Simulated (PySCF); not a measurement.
# SnCl+: bond curves at several levels of theory

An exercise on one series of results from a longer session: the logs are not shown, and one member is left open.

Method: Sn cc-pVDZ-PP with ECP28, Cl cc-pV(D+d)Z, scalar-relativistic core potentials; program: PySCF 2.14.0.

The first run:

Settings of the job:

```yaml
atoms: Sn, Cl
charge: 1
basis: Sn cc-pVDZ-PP with ECP28, Cl cc-pV(D+d)Z
Hamiltonian: scalar-relativistic core potentials
basis_functions: 46
electrons_treated: 38
masses_in_u: 119.9022, 34.9689
levels: PBE0, PBE, r²SCAN, M06, M06-2X, r²SCAN0, HSE06, HF, MP2, SCS-MP2, CCSD, CCSD(T)
grid: 80 radial by 434 angular points
occupations: held fixed by the projection of orbital angular momentum
dissociation_limit: Sn+ + Cl, each in its ground configuration
starting_distance_in_angstrom: 2.420
values_of_2S_to_try: 0, 2
```

Run with:

```
OMP_NUM_THREADS=1 python dia.py task.json out
```

Steps of the session up to this table: The job; The PBE0 curve of the state that the search chose; Higher solutions at PBE0; PBE; r²SCAN; M06; M06-2X; r²SCAN0 (hybrid meta-GGA); HSE06 (range-separated hybrid); RHF (mean field); MP2 and coupled cluster.

One of the session's tables, all rows but one given; the rest of the session is left out.

It belongs to the step «The curves together». Energy (eV) from each level's lowest point:

| R (Å) | RHF | RHF-MP2 | RHF-SCS-MP2 | RHF-CCSD | RHF-CCSD(T) |
| --- | --- | --- | --- | --- | --- |
| 1.974 | 1.404 | 1.412 | 1.437 | n/a | n/a |
| 2.066 | 0.608 | 0.614 | 0.631 | 0.632 | 0.654 |
| 2.157 | 0.181 | 0.183 | 0.194 | 0.195 | 0.209 |
| 2.226 | 0.035 | 0.036 | 0.041 | 0.042 | 0.049 |
| 2.295 | 0.000 | 0.000 | 0.000 | 0.000 | 0.000 |
| 2.364 | 0.049 | 0.049 | 0.044 | 0.042 | 0.035 |
| 2.456 | 0.211 | 0.211 | 0.198 | 0.195 | 0.177 |
| 2.570 | ? | ? | ? | ? | ? |
| 2.708 | 0.973 | 0.971 | 0.937 | 0.923 | 0.872 |
| 2.892 | 1.640 | 1.631 | 1.579 | n/a | n/a |

Estimate the missing values for R (Å) = 2.570.

Worked estimate for «RHF». A straight line through the neighbours (2.456, 0.211) and (2.708, 0.973) gives 0.211 + (0.973 − 0.211) × (2.570 − 2.456) / (2.708 − 2.456) = 0.556; a parabola fitted to 4 rows on both sides gives 0.531.

As computed: RHF: 0.518; RHF-MP2: 0.517; RHF-SCS-MP2: 0.495; RHF-CCSD: 0.488; RHF-CCSD(T): 0.455. In «RHF» the line misses by +0.038 and the parabola by +0.013.

State 2 has its PBE0 minimum 3.80 eV higher. The other levels ran on the lowest alone.
